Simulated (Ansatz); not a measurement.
## GaGe under changes of volume

One of the cells (24.335 Å³/atom); the others are scaled copies at fixed shape and fractional positions:

```xyz
2
Lattice="0.0000 2.8978 2.8978 2.8978 0.0000 2.8978 2.8978 2.8978 0.0000" Properties=species:S:1:pos:R:3 pbc="T T T"
Ge    0.0000    0.0000    0.0000
Ga    1.4489    1.4489    1.4489
```

The cell comes from a database or a generator and needn't be the stable form of this composition.

| Quantity | Value |
| --- | --- |
| Program | Ansatz 0.2.0 |
| Functional | PBE |
| Potentials or basis | SPMS NC |
| Cutoff | 925 eV (not typed: the program's choice for these potentials) |
| k mesh | 8 × 8 × 8 |
| Occupations | fermi-dirac, width 0.05 eV |
| Spin | no spin polarisation |

```csv
volume (Å³/atom),energy over the lowest point (meV/atom),pressure (GPa)
22.875,?,?
23.361,8.99,2.7
23.848,2.77,1.5
24.335,0.00,0.4
24.821,0.29,-0.6
25.308,3.31,-1.4
25.795,8.77,-2.2
```

Q: What does the run at 22.875 Å³/atom give?

A: Energy over the lowest point 19.08 meV/atom; pressure 4.0 GPa.

Worked out: A Birch-Murnaghan fit of order 3 (a polynomial in V^(-2/3)) to the other rows has its minimum at 24.53 Å³/atom with B0 = V·E''(V) = 49 GPa and B' = 4.8. It gives 19.05 meV/atom at 22.875 Å³/atom, against the run's 19.08, and -dE/dV = 4.0 GPa, against 4.0.

Energies are extrapolated to zero smearing.
